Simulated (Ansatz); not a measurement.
# ZrTaTe4: the cost of one run

Program: Ansatz 0.2.0. Level of theory: DFT LDA+U (U_eff = 1 eV on Ta d), plane waves, PAW, no spin–orbit coupling unless a run says so. These are calculated values, not measurements.

### Step 1. Starting point

The structure is trigonal, space group P-3m1 (No. 164). Conventional cell: a = 3.833 Å, b = 3.833 Å, c = 14.508 Å, α = 90.00°, β = 90.00°, γ = 120.00°. Ta (site symmetry -3m) has 6 Te at 2.83 Å as nearest neighbours. Te (site symmetry 3m) has 3 Ta at 2.83 Å as nearest neighbours. Around Te (site symmetry 3m) lie 3 Zr at 2.90 Å. Zr (site symmetry -3m) has 6 Te at 2.90 Å as nearest neighbours.

Coordinates:

```cif
data_structure
_symmetry_space_group_name_H-M 'P-3m1'
_symmetry_Int_Tables_number 164
_cell_length_a 3.8325
_cell_length_b 3.8325
_cell_length_c 14.5082
_cell_angle_alpha 90.000
_cell_angle_beta 90.000
_cell_angle_gamma 120.000
_cell_volume 184.55
loop_
_atom_site_label
_atom_site_type_symbol
_atom_site_symmetry_multiplicity
_atom_site_Wyckoff_symbol
_atom_site_fract_x
_atom_site_fract_y
_atom_site_fract_z
_atom_site_occupancy
Ta1 Ta 1 a 0.00000 0.00000 0.00000 1
Te1 Te 2 d 0.33333 0.66667 0.87803 1
Te2 Te 2 d 0.33333 0.66667 0.37132 1
Zr1 Zr 1 b 0.00000 0.00000 0.50000 1
```

Magnetic order typed: ferromagnetic.

### Step 2. From atoms, symmetry kept, no search

Contents of input.yaml:

```yaml
crystal:
  lattice:
    - [3.83252582, 0.0, 0.0]
    - [-1.91626291, 3.31906472, 0.0]
    - [0.0, 0.0, 14.5082059]
  atoms:
    - { symbol: Ta, position: [0.0, 0.0, 0.0], spin: 1.0 }
    - { symbol: Te, position: [0.3333333333, 0.6666666667, 0.87803] }
    - { symbol: Te, position: [0.3333333333, 0.6666666667, 0.37132] }
    - { symbol: Te, position: [0.6666666667, 0.3333333333, 0.62868] }
    - { symbol: Te, position: [0.6666666667, 0.3333333333, 0.12197] }
    - { symbol: Zr, position: [0.0, 0.0, 0.5] }
basis:
  ecutwfc: 420
  ecutrho_ratio: 4
kpoints:
  mp_grid: { grid: [6, 6, 2] }
hamiltonian:
  xc: lda
  hubbard: { sites: [{ site: 0, l: d, u_eff: 1.0 }] }
scf:
  occupations: { method: gaussian, width: 0.05 }
  lower_state_search: "off"
  max_iter: 150
output:
  forces: true
  stress: true
  eigenvalues: true
  populations: true
  hubbard: { sites: [{ site: 0, l: d }] }
magnetization:
  spin_polarized: true
```

Started as:

```sh
$ ansatz run input.yaml --threads 4 --pin off --max-ram 6144MiB --backend cpu --events-out ev --progress --plain --runs-dir out
```

Q: Estimate wall time and peak memory on 4 threads of Arm Neoverse V2, shared host.

About 11 s, with a peak of 0.76 GiB.
